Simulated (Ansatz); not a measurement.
**BrGaH₄OSi: up Jacob's ladder to CCSD(T)**

The task here is to estimate one member of a computed series from the others.

Computed with Ansatz 0.2.0, Gaussian basis. Level: functionals in def2-TZVPP, the program's frozen cores in correlated methods.

The runs, in order: LDA (SPW92), PBE-D4, revPBE-D4, BLYP-D4, r2SCAN-D4, B97M-V, PBE0-D4, B3LYP-D4, r2SCANh-D4, r2SCAN0-D4, HSE06-D4, BHLYP-D4, CAM-B3LYP-D4, LC-ωPBE, ωB97X-V, ωB97M-V, B2PLYP, PBE-QIDH; CCSD(T)/def2-SVP; CCSD(T)/def2-TZVPP; MP2/def2-QZVPP; extrapolation to the limit; RPA on PBE.

### The relaxed structure

The geometry comes from an earlier relaxation with PBE0-D4 in a triple-zeta def2 set; it is a stationary point, not always the lowest conformer.

SMILES `[SiH3][O][GaH][Br]`, 8 atoms, charge 0, spin multiplicity 1.

Atoms are counted from 1 here; the program's logs count them from 0.

Bond lengths: Si1–O2 1.640 Å, Si1–H5 1.488 Å, Si1–H6 1.488 Å, Si1–H7 1.485 Å, O2–Ga3 1.768 Å, Ga3–Br4 2.282 Å, Ga3–H8 1.543 Å. Angles: O2–Si1–H5 111.0°, O2–Si1–H6 111.0°, O2–Si1–H7 108.0°, H5–Si1–H6 108.6°, H5–Si1–H7 109.1°, H6–Si1–H7 109.1°, Si1–O2–Ga3 137.3°, O2–Ga3–Br4 114.8°, O2–Ga3–H8 121.4°, Br4–Ga3–H8 123.8°.

The first run:

in.yaml

```yaml
crystal:
  periodic: [false, false, false]
  atoms:
    - {symbol: Si, position_ang: [0.447110, 1.307410, -0.065958]}
    - {symbol: O, position_ang: [0.557142, -0.223285, 0.511094]}
    - {symbol: Ga, position_ang: [-0.311437, -1.750154, 0.314886]}
    - {symbol: Br, position_ang: [-2.088148, -1.664273, -1.114622]}
    - {symbol: H, position_ang: [0.568310, 1.328198, -1.548656]}
    - {symbol: H, position_ang: [-0.851713, 1.926628, 0.312363]}
    - {symbol: H, position_ang: [1.554733, 2.100924, 0.524408]}
    - {symbol: H, position_ang: [0.123993, -3.025448, 1.066485]}
basis:
  gaussian: {orbitals: def2-TZVPP}
hamiltonian: {xc: lda}
output: {orbitals: {seedname: orbitals}}
```

Among the steps run: LDA; PBE-D4 (GGA); revPBE-D4 (GGA); BLYP-D4 (GGA); r2SCAN-D4 (meta-GGA); B97M-V (meta-GGA); PBE0-D4 (hybrid); B3LYP-D4 (hybrid); r2SCANh-D4 (hybrid); r2SCAN0-D4 (hybrid); HSE06-D4 (hybrid); BHLYP-D4 (hybrid); CAM-B3LYP-D4 (range-separated); LC-ωPBE (range-separated); ωB97X-V (range-separated); ωB97M-V (range-separated); B2PLYP (double hybrid); PBE-QIDH (double hybrid).

One of the session's tables, all rows but one given; the rest of the session is left out.

It belongs to the step «Orbital energies across the functionals». 

| functional | HOMO (eV) | LUMO (eV) | gap (eV) |
| --- | --- | --- | --- |
| LDA (SPW92) | ? | ? | ? |
| PBE-D4 | -7.25 | -2.24 | 5.00 |
| revPBE-D4 | -7.19 | -2.12 | 5.07 |
| BLYP-D4 | -7.09 | -2.18 | 4.91 |
| r2SCAN-D4 | -7.59 | -1.98 | 5.60 |
| B97M-V | -7.70 | -2.20 | 5.49 |
| PBE0-D4 | -8.57 | -1.46 | 7.11 |
| B3LYP-D4 | -8.30 | -1.73 | 6.57 |
| r2SCANh-D4 | -8.07 | -1.71 | 6.37 |
| r2SCAN0-D4 | -8.80 | -1.30 | 7.50 |
| HSE06-D4 | -8.17 | -1.82 | 6.34 |
| BHLYP-D4 | -9.71 | -0.71 | 9.00 |
| CAM-B3LYP-D4 | -9.90 | -0.57 | 9.33 |
| LC-ωPBE | -11.30 | 0.62 | 11.92 |
| ωB97X-V | -10.94 | 0.47 | 11.41 |
| ωB97M-V | -10.81 | 0.24 | 11.05 |

Q: Estimate the row for LDA (SPW92) from the others.

**Answer.** HOMO (eV): -7.40; LUMO (eV): -2.53; gap (eV): 4.87. In the column «HOMO (eV)» it lies between r2SCAN-D4 (-7.59) and PBE-D4 (-7.25).
